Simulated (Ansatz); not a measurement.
# C3H8Si: basis-set convergence

An exercise on one series of results from a longer session: the logs are not shown, and one member is left open.

Program: Ansatz 0.2.0, Gaussian basis. Level of theory: one geometry, several basis sets. These are calculated values, not measurements.

Plan: PBE0-D4/def2-SVP; ωB97M-V/def2-SVP; PBE0-D4/def2-QZVPP; ωB97M-V/def2-QZVPP; the functionals' def2-TZVPP values are taken from earlier runs.

## The relaxed structure

An earlier PBE0-D4 in a triple-zeta def2 set relaxation fixed the geometry.

SMILES `CC[Si]C`, 12 atoms, charge 0, spin multiplicity 1.

Atoms are counted from 1 here; the program's logs count them from 0.

Bond lengths: C1–C2 1.522 Å, C1–H5 1.092 Å, C1–H6 1.094 Å, C1–H7 1.093 Å, C2–Si3 1.902 Å, C2–H8 1.108 Å, C2–H9 1.096 Å, Si3–C4 1.896 Å, C4–H10 1.097 Å, C4–H11 1.098 Å, C4–H12 1.091 Å. Angles: C2–C1–H5 111.8°, C2–C1–H6 111.9°, C2–C1–H7 111.3°, H5–C1–H6 107.4°, H5–C1–H7 107.2°, H6–C1–H7 107.1°, C1–C2–Si3 122.4°, C1–C2–H8 110.1°, C1–C2–H9 111.2°, Si3–C2–H8 99.7°, Si3–C2–H9 108.0°, H8–C2–H9 103.4°, C2–Si3–C4 100.2°, Si3–C4–H10 111.3°, Si3–C4–H11 109.5°, Si3–C4–H12 112.7°, H10–C4–H11 106.1°, H10–C4–H12 108.7° and more.

Geometry (Å):

```xyz
12
C3H8Si
C    -0.8312    1.1285    0.1367
C    -0.4202    0.0798    1.1608
Si    1.0629   -1.0807    0.8917
C     1.1521   -1.0806   -1.0027
H    -1.0213    0.6858   -0.8432
H    -1.7399    1.6577    0.4379
H    -0.0494    1.8815    0.0042
H    -1.2260   -0.6715    1.2807
H    -0.3314    0.5178    2.1616
H     0.1804   -1.3289   -1.4474
H     1.4001   -0.0712   -1.3577
H     1.9011   -1.7734   -1.3887
```

The first run:

in.yaml reads:

```yaml
crystal:
  periodic: [false, false, false]
  atoms:
    - {symbol: C, position_ang: [-0.831223, 1.128531, 0.136698]}
    - {symbol: C, position_ang: [-0.420209, 0.079832, 1.160826]}
    - {symbol: Si, position_ang: [1.062944, -1.080688, 0.891732]}
    - {symbol: C, position_ang: [1.152077, -1.080600, -1.002656]}
    - {symbol: H, position_ang: [-1.021348, 0.685832, -0.843154]}
    - {symbol: H, position_ang: [-1.739906, 1.657720, 0.437867]}
    - {symbol: H, position_ang: [-0.049425, 1.881483, 0.004180]}
    - {symbol: H, position_ang: [-1.225962, -0.671529, 1.280683]}
    - {symbol: H, position_ang: [-0.331405, 0.517790, 2.161607]}
    - {symbol: H, position_ang: [0.180360, -1.328855, -1.447377]}
    - {symbol: H, position_ang: [1.400065, -0.071238, -1.357674]}
    - {symbol: H, position_ang: [1.901132, -1.773378, -1.388735]}
basis:
  gaussian: {orbitals: def2-SVP}
hamiltonian: {xc: pbe0, dispersion: d4}
output: {orbitals: {seedname: orbitals}}
```

Among the steps run: PBE0-D4 in def2-SVP; ωB97M-V in def2-SVP; PBE0-D4 in def2-QZVPP; ωB97M-V in def2-QZVPP.

One table of the session follows, with a row left open; its other results are not shown here.

It belongs to the step «Functionals by basis». 

| functional | basis | HOMO (eV) | LUMO (eV) |
| --- | --- | --- | --- |
| PBE0-D4 | def2-SVP | -5.79 | -1.95 |
| PBE0-D4 | def2-TZVPP | -5.84 | -2.00 |
| PBE0-D4 | def2-QZVPP | -5.87 | -2.04 |
| ωB97M-V | def2-SVP | -7.86 | 0.10 |
| ωB97M-V | def2-TZVPP | ? | ? |
| ωB97M-V | def2-QZVPP | -7.95 | -0.13 |

Q: Estimate the row for ωB97M-V, def2-TZVPP from the others.

The run gave: HOMO (eV): -7.92; LUMO (eV): -0.05. In the column «HOMO (eV)» it lies between ωB97M-V, def2-QZVPP (-7.95) and ωB97M-V, def2-SVP (-7.86).
